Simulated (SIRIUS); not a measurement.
The system is Si3S.

```
CELL_PARAMETERS angstrom
-2.52548 2.52548 2.52548
2.52548 -2.52548 2.52548
2.52548 2.52548 -2.52548
ATOMIC_POSITIONS crystal
Si 0.00000 0.50000 0.50000
Si 0.50000 0.00000 0.50000
Si 0.50000 0.50000 0.00000
S 0.00000 0.00000 0.00000
```

The cell was built by a generator and needn't be a form met in nature.

| Property | Result |
| --- | --- |
| Program | SIRIUS 7.10.0 |
| Task | single point |
| Functional | PBE |
| Potentials or basis | PseudoDojo 0.4.1 PBE standard (scalar relativistic) |
| Cutoff | 725 eV |
| Density cutoff | 2900 eV |
| k mesh | 8 × 8 × 8 |
| Occupations | fermi-dirac, width 0.05 eV |
| Spin | no spin polarisation |

On this cell: pressure 0.1 GPa; largest force zero by symmetry; band gap on the k mesh none (metal or under the smearing width).

The same run follows on a disturbed copy (atoms moved at random, drawn with an rms of 0.05 Å):

```xyz
4
Lattice="-2.5255 2.5255 2.5255 2.5255 -2.5255 2.5255 2.5255 2.5255 -2.5255" Properties=species:S:1:pos:R:3 pbc="T T T"
Si    2.4816   -0.0190    0.0341
Si   -0.0163    2.5352   -0.0625
Si   -0.0360   -0.0037    2.5413
S     0.0024   -0.0233    0.0189
```

What does the disturbed cell give?

The energy (extrapolated to zero smearing) moves by +7.8 meV/atom; pressure 0.5 GPa; largest force 0.678 eV/Å; band gap on the k mesh none (metal or under the smearing width).

Forces on the atoms (eV/Å):
```
Si  -0.076  0.080 -0.528
Si  -0.076  0.047  0.672
Si   0.154 -0.099 -0.038
S   -0.002 -0.027 -0.106
```

Stress tensor (GPa, compression positive):
```
 0.19 -0.02 -0.04
-0.02  0.16 -0.06
-0.04 -0.06  1.01
```
